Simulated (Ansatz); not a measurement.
# CH7AsOSi: small, medium and large basis sets

The task here is to estimate one member of a computed series from the others.

Method: one geometry, several basis sets; program: Ansatz 0.2.0, Gaussian basis.

The runs, in order: PBE0-D4/def2-SVP; ωB97M-V/def2-SVP; PBE0-D4/def2-QZVPP; ωB97M-V/def2-QZVPP; the functionals' def2-TZVPP values are taken from earlier runs.

## The relaxed structure

All runs share one geometry, relaxed beforehand with PBE0-D4 in a triple-zeta def2 set.

SMILES `CO[AsH][SiH3]`, 11 atoms, charge 0, spin multiplicity 1.

Atoms are counted from 1 here; the program's logs count them from 0.

Bond lengths: C1–O2 1.409 Å, C1–H5 1.092 Å, C1–H6 1.098 Å, C1–H7 1.098 Å, O2–As3 1.809 Å, As3–Si4 2.372 Å, As3–H8 1.539 Å, Si4–H9 1.485 Å, Si4–H10 1.484 Å, Si4–H11 1.488 Å. Angles: O2–C1–H5 107.4°, O2–C1–H6 111.7°, O2–C1–H7 112.2°, H5–C1–H6 108.4°, H5–C1–H7 108.5°, H6–C1–H7 108.4°, C1–O2–As3 114.9°, O2–As3–Si4 93.0°, O2–As3–H8 97.7°, Si4–As3–H8 91.0°, As3–Si4–H9 109.0°, As3–Si4–H10 111.6°, As3–Si4–H11 107.2°, H9–Si4–H10 109.9°, H9–Si4–H11 109.1°, H10–Si4–H11 110.0°.

Set-up of the first run:

Input file in.yaml:

```yaml
crystal:
  periodic: [false, false, false]
  atoms:
    - {symbol: C, position_ang: [0.193591, 2.189853, -0.128046]}
    - {symbol: O, position_ang: [-0.282974, 0.873548, 0.029543]}
    - {symbol: As, position_ang: [0.992466, -0.362198, 0.371936]}
    - {symbol: Si, position_ang: [-0.560171, -2.154922, 0.331480]}
    - {symbol: H, position_ang: [-0.676259, 2.849163, -0.167004]}
    - {symbol: H, position_ang: [0.760629, 2.308224, -1.060713]}
    - {symbol: H, position_ang: [0.831969, 2.503519, 0.707974]}
    - {symbol: H, position_ang: [1.401055, -0.646868, -1.084204]}
    - {symbol: H, position_ang: [-1.363777, -2.125251, 1.579743]}
    - {symbol: H, position_ang: [-1.456872, -2.074404, -0.848404]}
    - {symbol: H, position_ang: [0.225843, -3.417667, 0.288294]}
basis:
  gaussian: {orbitals: def2-SVP}
hamiltonian: {xc: pbe0, dispersion: d4}
output: {orbitals: {seedname: orbitals}}
```

On the command line:

```bash
$ ansatz run in.yaml --threads 2 --pin off --events-out ev --progress --plain --max-ram 32768MiB --backend cpu
```

Steps of the session up to this table: PBE0-D4 in def2-SVP; ωB97M-V in def2-SVP; PBE0-D4 in def2-QZVPP; ωB97M-V in def2-QZVPP.

One of the session's tables, all rows but one given; the rest of the session is left out.

```
functional       basis  HOMO (eV)
   PBE0-D4    def2-SVP      -6.92
   PBE0-D4  def2-TZVPP      -7.00
   PBE0-D4  def2-QZVPP      -7.05
   ωB97M-V    def2-SVP      -9.04
   ωB97M-V  def2-TZVPP          ?
   ωB97M-V  def2-QZVPP      -9.18
```

**Question.** Estimate the row for ωB97M-V, def2-TZVPP.

As computed: HOMO (eV): -9.14. In the column «HOMO (eV)» it lies between ωB97M-V, def2-QZVPP (-9.18) and ωB97M-V, def2-SVP (-9.04).
